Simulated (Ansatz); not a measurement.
**CH₆SeSi: small, medium and large basis sets**

An exercise on one series of results from a longer session: the logs are not shown, and one member is left open.

Computed with Ansatz 0.2.0, Gaussian basis. Level: one geometry, several basis sets.

Levels to be run: PBE0-D4/def2-SVP; ωB97M-V/def2-SVP; PBE0-D4/def2-QZVPP; ωB97M-V/def2-QZVPP; the functionals' def2-TZVPP values are taken from earlier runs.

## The geometry

All runs share one geometry, relaxed beforehand with PBE0-D4 in a triple-zeta def2 set.

9 atoms, charge 0, spin multiplicity 1.

Atoms are counted from 1 here; the program's logs count them from 0.

Bond lengths: C1–Se2 1.958 Å, C1–H4 1.088 Å, C1–H5 1.089 Å, C1–H6 1.088 Å, Se2–Si3 2.266 Å, Si3–H7 1.484 Å, Si3–H8 1.487 Å, Si3–H9 1.487 Å. Angles: Se2–C1–H4 110.3°, Se2–C1–H5 106.4°, Se2–C1–H6 110.3°, H4–C1–H5 109.6°, H4–C1–H6 110.7°, H5–C1–H6 109.5°, C1–Se2–Si3 96.6°, Se2–Si3–H7 106.4°, Se2–Si3–H8 111.1°, Se2–Si3–H9 111.1°, H7–Si3–H8 110.0°, H7–Si3–H9 110.0°, H8–Si3–H9 108.1°.

Set-up of the first run:

Input file in.yaml:

```yaml
crystal:
  periodic: [false, false, false]
  atoms:
    - {symbol: C, position_ang: [-0.668146, 0.984165, -1.065864]}
    - {symbol: Se, position_ang: [1.178302, 0.439358, -0.707355]}
    - {symbol: Si, position_ang: [0.707745, -0.956912, 1.014581]}
    - {symbol: H, position_ang: [-1.267595, 0.121636, -1.350357]}
    - {symbol: H, position_ang: [-0.625231, 1.687630, -1.895418]}
    - {symbol: H, position_ang: [-1.092932, 1.476150, -0.193065]}
    - {symbol: H, position_ang: [2.004902, -1.515503, 1.468882]}
    - {symbol: H, position_ang: [-0.196597, -2.055324, 0.581116]}
    - {symbol: H, position_ang: [0.048052, -0.227500, 2.130380]}
basis:
  gaussian: {orbitals: def2-SVP}
hamiltonian: {xc: pbe0, dispersion: d4}
output: {orbitals: {seedname: orbitals}}
```

Steps of the session up to this table: PBE0-D4 in def2-SVP; ωB97M-V in def2-SVP; PBE0-D4 in def2-QZVPP; ωB97M-V in def2-QZVPP.

One table of the session follows, with a row left open; its other results are not shown here.

It belongs to the step «Density functionals: the series». 

```
functional       basis  HOMO (eV)  LUMO (eV)
   PBE0-D4    def2-SVP      -6.51       0.20
   PBE0-D4  def2-TZVPP      -6.61      -0.13
   PBE0-D4  def2-QZVPP          ?          ?
   ωB97M-V    def2-SVP      -8.65       2.14
   ωB97M-V  def2-TZVPP      -8.77       1.60
   ωB97M-V  def2-QZVPP      -8.78       1.30
```

**Question.** Estimate the row for PBE0-D4, def2-QZVPP.

The run gave: HOMO (eV): -6.63; LUMO (eV): -0.24. In the column «HOMO (eV)» it lies between ωB97M-V, def2-SVP (-8.65) and PBE0-D4, def2-TZVPP (-6.61).
